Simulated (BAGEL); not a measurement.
# HF/6-31G(d) (density fitting with qzvpp-jkfit, spherical functions) run of GaH2O2F (SMILES [OH][Ga]([OH])[F])

Aim: the vertical singlet–triplet gap of GaH2O2F at HF/6-31G* (density fitting with qzvpp-jkfit, spherical functions), from 2 runs. 

The calculation is run with BAGEL 1.2.2.

6 further runs of the same task are left out: 4 that didn't finish, 2 set aside as unsound or not needed.

## (1) The molecule

GaH2O2F has 6 atoms, charge 0, and is taken as a singlet. As SMILES, `[OH][Ga]([OH])[F]`. The shape is that of a PBE0-D4/def2-TZVP optimisation. This is one conformer, not always the lowest.

Bond lengths: O1–Ga2 1.769 Å, Ga2–O3 1.762 Å, Ga2–F4 1.743 Å, O1–H5 0.960 Å, O3–H6 0.960 Å. Angles: O1–Ga2–O3 123.2°, O1–Ga2–F4 118.9°, O3–Ga2–F4 117.8°, Ga2–O1–H5 113.2°, Ga2–O3–H6 112.9°.

## (2) A single-point energy at HF/6-31G(d) (density fitting with qzvpp-jkfit, spherical functions)

hf.json reads:

```json
{ "bagel" : [

{
  "title" : "molecule",
  "basis" : "6-31gs.json",
  "df_basis" : "qzvpp-jkfit",
  "angstrom" : "true",
  "geometry" : [
    { "atom" : "O", "xyz" : [   -0.297200,    1.351000,   -0.574800 ] },
    { "atom" : "Ga", "xyz" : [   -0.068200,   -0.342400,   -0.117600 ] },
    { "atom" : "O", "xyz" : [    0.794400,   -0.842300,    1.335300 ] },
    { "atom" : "F", "xyz" : [   -0.722600,   -1.588800,   -1.144800 ] },
    { "atom" : "H", "xyz" : [   -0.788800,    1.459000,   -1.392800 ] },
    { "atom" : "H", "xyz" : [    1.124200,   -0.100400,    1.848500 ] }
  ]
},
{
  "title" : "hf"
},
{
  "title" : "print",
  "file" : "orbitals.molden",
  "orbitals" : "true"
}

]}
```

The basis set 6-31G* is read from a file made from the Basis Set Exchange's data (not shown).

Run with:

```
$ BAGEL_NUM_THREADS=1 BAGEL hf.json > hf.out
```

The program printed:

```text
* using 1 threads per process

  ===============================================================
  ===============================================================

  *** Geometry ***

  { "atom" : "O", "xyz" : [     -0.561627,      2.553020,     -1.086215 ] },
  { "atom" : "Ga", "xyz" : [     -0.128879,     -0.647042,     -0.222232 ] },
  { "atom" : "O", "xyz" : [      1.501198,     -1.591716,      2.523351 ] },
  { "atom" : "F", "xyz" : [     -1.365516,     -3.002397,     -2.163358 ] },
  { "atom" : "H", "xyz" : [     -1.490616,      2.757110,     -2.632011 ] },
  { "atom" : "H", "xyz" : [      2.124430,     -0.189729,      3.493159 ] },

  Number of auxiliary basis functions:      533

  Since a DF basis is specified, we compute 2- and 3-index integrals:
    o Being stored without compression. Storage requirement is 0.026 GB

  Number of basis functions:       78
  Number of electrons      :       58

    * METHOD: MOLECULE                             0.30

  *** RHF ***

  === Nuclear Repulsion ===
   297.9143713086

      * DIIS with orbital gradients will be used.

  === RHF iteration (6-31gs.json) ===
      0      -2172.99301310          0.02971126           0.08
      1      -2173.20160674          0.02069067           0.08
      2      -2173.37508630          0.00123865           0.08
      3      -2173.37572746          0.00054847           0.08
      4      -2173.37583893          0.00009004           0.08
      5      -2173.37584582          0.00002446           0.08
      6      -2173.37584677          0.00000835           0.08
      7      -2173.37584687          0.00000325           0.08
      8      -2173.37584688          0.00000088           0.08
      9      -2173.37584688          0.00000034           0.08
     10      -2173.37584688          0.00000012           0.08
     11      -2173.37584688          0.00000005           0.08
     12      -2173.37584688          0.00000002           0.08
     13      -2173.37584688          0.00000001           0.08
    * SCF iteration converged.

    * Permanent dipole moment:
           (   -0.007783,    -0.808189,     0.023098) a.u.

    * METHOD: HF                                   1.32

    * METHOD: PRINT                                0.02

  ===============================================================
```

It took 1.8 s on 1 thread of Arm Neoverse V1, shared host; peak memory 0.13 GiB.

## (3) The triplet

hf.json reads:

```json
{ "bagel": [

{
  "title": "molecule",
  "basis": "6-31gs.json",
  "df_basis": "qzvpp-jkfit",
  "angstrom": "true",
  "geometry": [
    { "atom": "O", "xyz": [   -0.297200,    1.351000,   -0.574800 ] },
    { "atom": "Ga", "xyz": [   -0.068200,   -0.342400,   -0.117600 ] },
    { "atom": "O", "xyz": [    0.794400,   -0.842300,    1.335300 ] },
    { "atom": "F", "xyz": [   -0.722600,   -1.588800,   -1.144800 ] },
    { "atom": "H", "xyz": [   -0.788800,    1.459000,   -1.392800 ] },
    { "atom": "H", "xyz": [    1.124200,   -0.100400,    1.848500 ] }
  ]
},
{ "title": "uhf", "nopen": 2 },
{ "title": "print", "file": "orbitals.molden", "orbitals": "true" }

]}
```

The basis set 6-31G* is read from a file made from the Basis Set Exchange's data (not shown).

Run with:

```
$ BAGEL_NUM_THREADS=1 BAGEL hf.json > hf.out
```

The program printed:

```text
* using 1 threads per process

  ===============================================================
  ===============================================================

  *** Geometry ***

  { "atom" : "O", "xyz" : [     -0.561627,      2.553020,     -1.086215 ] },
  { "atom" : "Ga", "xyz" : [     -0.128879,     -0.647042,     -0.222232 ] },
  { "atom" : "O", "xyz" : [      1.501198,     -1.591716,      2.523351 ] },
  { "atom" : "F", "xyz" : [     -1.365516,     -3.002397,     -2.163358 ] },
  { "atom" : "H", "xyz" : [     -1.490616,      2.757110,     -2.632011 ] },
  { "atom" : "H", "xyz" : [      2.124430,     -0.189729,      3.493159 ] },

  Number of auxiliary basis functions:      533

  Since a DF basis is specified, we compute 2- and 3-index integrals:
    o Being stored without compression. Storage requirement is 0.026 GB

  Number of basis functions:       78
  Number of electrons      :       58

    * METHOD: MOLECULE                             0.30

  *** Open-shell HF ***

  === Nuclear Repulsion ===
   297.9143713086

      * DIIS with orbital gradients will be used.

  === UHF iteration (6-31gs.json) ===
      0      -2172.82006513          0.04701305           0.16
      1      -2173.00043453          0.03171663           0.16
      2      -2173.06793889          0.02127374           0.16
      3      -2173.11759691          0.00155011           0.16
      4      -2173.11881635          0.00117245           0.16
      5      -2173.11980183          0.00082180           0.16
      6      -2173.12069048          0.00119057           0.16
      7      -2173.11987846          0.00097818           0.16
      8      -2173.11932970          0.00016096           0.16
      9      -2173.11939989          0.00008422           0.16
     10      -2173.11941851          0.00004778           0.16
     11      -2173.11942221          0.00002101           0.16
     12      -2173.11942266          0.00001343           0.16
     13      -2173.11942267          0.00000794           0.16
     14      -2173.11942266          0.00000451           0.16
     15      -2173.11942266          0.00000225           0.16
     16      -2173.11942266          0.00000147           0.16
     17      -2173.11942267          0.00000148           0.16
     18      -2173.11942266          0.00000147           0.16
     19      -2173.11942265          0.00000139           0.16
     20      -2173.11942260          0.00000113           0.16
     21      -2173.11942259          0.00000101           0.16
     22      -2173.11942257          0.00000112           0.16
     23      -2173.11942258          0.00000115           0.16
     24      -2173.11942258          0.00000118           0.16
     25      -2173.11942258          0.00000108           0.16
     26      -2173.11942257          0.00000065           0.16
     27      -2173.11942257          0.00000060           0.16
     28      -2173.11942257          0.00000063           0.16
     29      -2173.11942257          0.00000052           0.16
     30      -2173.11942256          0.00000039           0.16
     31      -2173.11942256          0.00000025           0.16
     32      -2173.11942256          0.00000021           0.16
     33      -2173.11942256          0.00000017           0.16
     34      -2173.11942256          0.00000017           0.16
     35      -2173.11942256          0.00000015           0.16
     36      -2173.11942256          0.00000018           0.16
     37      -2173.11942256          0.00000016           0.16
     38      -2173.11942256          0.00000016           0.16
     39      -2173.11942256          0.00000015           0.16
     40      -2173.11942256          0.00000014           0.16
     41      -2173.11942256          0.00000014           0.16
     42      -2173.11942256          0.00000015           0.16
     43      -2173.11942256          0.00000014           0.16
     44      -2173.11942256          0.00000014           0.16
     45      -2173.11942256          0.00000015           0.16
     46      -2173.11942256          0.00000014           0.16
     47      -2173.11942256          0.00000015           0.16
     48      -2173.11942256          0.00000013           0.16
     49      -2173.11942256          0.00000010           0.16
     50      -2173.11942256          0.00000009           0.16
     51      -2173.11942256          0.00000006           0.16
     52      -2173.11942256          0.00000004           0.16
     53      -2173.11942256          0.00000005           0.16
     54      -2173.11942256          0.00000005           0.16
     55      -2173.11942256          0.00000005           0.16
     56      -2173.11942256          0.00000005           0.16
     57      -2173.11942256          0.00000005           0.16
     58      -2173.11942256          0.00000005           0.16
     59      -2173.11942256          0.00000005           0.16
     60      -2173.11942256          0.00000005           0.16
     61      -2173.11942256          0.00000005           0.16
     62      -2173.11942256          0.00000006           0.16
     63      -2173.11942256          0.00000004           0.16
     64      -2173.11942256          0.00000002           0.16
     65      -2173.11942256          0.00000002           0.16
     66      -2173.11942256          0.00000001           0.16
    * SCF iteration converged.

    * S^2 (UHF) is 2.1109

    * Permanent dipole moment:
           (   -0.264033,    -1.184974,    -0.375604) a.u.

    * METHOD: UHF                                 10.93

    * METHOD: PRINT                                0.02

  ===============================================================
```

Run time: 11 s. Hardware: 1 thread of Arm Neoverse V1, shared host; peak memory 0.13 GiB.

## (4) Summary of results

Level: HF/6-31G* (density fitting with qzvpp-jkfit, spherical functions).

```
                                        quantity           value
                           singlet: total energy  -2173.37585 Eh
                          singlet: dipole moment          2.06 D
                            singlet: HOMO energy       -13.66 eV
                            singlet: LUMO energy         1.79 eV
                          singlet: HOMO–LUMO gap        15.46 eV
                           triplet: total energy  -2173.11942 Eh
                          triplet: dipole moment          3.23 D
                                   triplet: ⟨S²⟩           2.111
vertical energy of the triplet above the singlet        6.978 eV
```

In words: At this shape the triplet lies 6.98 eV (673 kJ/mol) above the singlet. ⟨S²⟩ (triplet) is 2.11 where a pure triplet has 2.00: the reference is spin-contaminated.
